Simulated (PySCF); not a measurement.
# RbIn: bond curves at several levels of theory

One table from this session's results is given with a row withheld; the runs are named, their logs left out.

Program: PySCF 2.14.0. Level of theory: Rb def2-SVP with ECP28, In def2-SVP with ECP28, scalar-relativistic core potentials. These are calculated values, not measurements.

The first run:

The job is set up so:

* atoms: Rb, In
* charge: 0
* basis: Rb def2-SVP with ECP28, In def2-SVP with ECP28
* Hamiltonian: scalar-relativistic core potentials
* basis functions: 50
* electrons treated: 30
* masses in u: 84.9118, 114.9039
* levels: PBE0, PBE, r²SCAN, TPSS, M06-2X, B97-3, LC-ωPBE, HF, MP2, SCS-MP2, CCSD, CCSD(T)
* grid: 80 radial by 434 angular points
* occupations: held fixed by the projection of orbital angular momentum
* dissociation limit: Rb + In, each in its ground configuration
* starting distance in angstrom: 3.450
* values of 2S to try: 0, 2

On the command line:

```bash
$ OMP_NUM_THREADS=1 python dia.py task.json out
```

Steps of the session up to this table: The job; PBE0 along the bond; Higher solutions at PBE0; PBE (GGA); r²SCAN; TPSS (meta-GGA); M06-2X (hybrid meta-GGA); B97-3 (global hybrid GGA); LC-ωPBE (range-separated hybrid); UHF (mean field); Adding correlation.

One table of the session follows, with a row left open; its other results are not shown here.

It belongs to the step «Constants by level of theory». 

| level | Re (Å) | ωe (cm⁻¹) | De (eV) |
| --- | --- | --- | --- |
| UHF | 3.861 | 60.2 | 0.145 |
| UHF-MP2 | 3.710 | 69.4 | 0.340 |
| UHF-SCS-MP2 | 3.743 | 65.9 | 0.265 |
| UHF-CCSD | 3.728 | 68.5 | 0.321 |
| UHF-CCSD(T) | 3.719 | 69.6 | 0.345 |
| PBE | 3.695 | 70.3 | 0.55 |
| TPSS | ? | ? | ? |
| r²SCAN | 3.685 | 73.8 | 0.60 |
| PBE0 | 3.678 | 73.0 | 0.51 |
| B97-3 | 3.738 | 69.7 | 0.422 |
| M06-2X | 3.674 | 74.4 | 0.403 |
| LC-ωPBE | 3.599 | 85.1 | 0.460 |

Q: Estimate the row for TPSS from the others.

**Answer.** Re (Å): 3.693; ωe (cm⁻¹): 72.2; De (eV): 0.58. In the column «Re (Å)» it lies between r²SCAN (3.685) and PBE (3.695).

De is counted to Rb + In in their ground configurations.
